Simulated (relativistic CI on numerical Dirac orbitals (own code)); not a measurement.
**Ho⁺: 4p photoemission multiplets**

Wanted: the shape of the 4p photoemission spectrum of Ho⁺ in 4 surroundings, from the same atomic integrals.

Method: Dirac-Coulomb-Breit CI, KLI orbitals optimised for each configuration, model QED (radiative potential, 1s self-energy scaled to tabulated hydrogen-like ionisation energies), multiplet model of photoemission in the sudden approximation. Code: relativistic CI on numerical Dirac orbitals (own code) version 1.

### 1 The atom as given

```
ion            : Ho⁺ (Ho II)
nuclear charge : 67
electrons      : 66
configurations : [Xe] 4f12 → [Ar] 3d10 4s2 4p5 4d10 4f12 5s2 5p6
temperature    : 80 K
widths         : Lorentz 1.75 eV, Gauss 0.7 eV
surrounding 1  : free ion
surrounding 2  : D4h, B20 = 210, B40 = 100, B44 = 250, B60 = 40, B64 = -20 cm⁻¹
surrounding 3  : Oh, B40 = -130, B60 = 140 cm⁻¹
surrounding 4  : Oh, B40 = -370, B60 = -70 cm⁻¹
```

### 2 Surrounding 1: free ion

Settings, as recorded:

```ini
atom Ho  Z=67  charge=1  electrons=66
nucleus A=165  rms_radius_fm=5.2022
hamiltonian dirac-coulomb  breit=on  qed=on  c_scale=1
orbitals kli  potential=per-configuration
slater_scale 1
correlation none
mixing on
configurations
  [Xe] 4f12
  [Ar] 3d10 4s2 4p5 4d10 4f12 5s2 5p6
end
photoemission 4p T=80 lorentz=1.75 gauss=0.7
crystal_field free
```

### 3 Surrounding 2: D4h, B20 = 210, B40 = 100, B44 = 250, B60 = 40, B64 = -20

Changes to the settings of step 2:

```diff
@@ -12,2 +12,2 @@
 photoemission 4p T=80 lorentz=1.75 gauss=0.7
-crystal_field free
+crystal_field D4h B20=210 B40=100 B44=250 B60=40 B64=-20
```

### 4 Surrounding 3: Oh, B40 = -130, B60 = 140

Changes to the settings of step 3:

```diff
@@ -12,2 +12,2 @@
 photoemission 4p T=80 lorentz=1.75 gauss=0.7
-crystal_field D4h B20=210 B40=100 B44=250 B60=40 B64=-20
+crystal_field Oh B40=-130 B60=140
```

### 5 Surrounding 4: Oh, B40 = -370, B60 = -70

Changes to the settings of step 4:

```diff
@@ -12,2 +12,2 @@
 photoemission 4p T=80 lorentz=1.75 gauss=0.7
-crystal_field Oh B40=-130 B60=140
+crystal_field Oh B40=-370 B60=-70
```

(Steps that only read results are left out.)

What does the calculation give? Wanted: highest peak, first run; ground spin.

The runs gave:

| surrounding | ground S | centroid (eV) | spread (eV) | up to four highest peaks (% of the highest), eV |
| --- | --- | --- | --- | --- |
| 1: free | 1.00 | 325.95 | 19.78 | 309.4 (100), 316.2 (42), 353.8 (66) |
| 2: D4h | 1.00 | 325.95 | 19.78 | 309.4 (100), 316.2 (41), 353.8 (66) |
| 3: Oh | 1.00 | 325.95 | 19.78 | 309.4 (100), 316.2 (42), 353.8 (66) |
| 4: Oh | 1.00 | 325.95 | 19.78 | 309.4 (100), 316.2 (42), 353.8 (66) |

```
                           quantity     value
            highest peak, first run  309.4 eV
ground spin (effective S from ⟨S²⟩)      1.00
```

What this shows: The highest peak stays in place, within the step of the energy grid, in all surroundings. Energies are those of the free ion without screening by ligands; binding energies in solids differ by tens of eV.
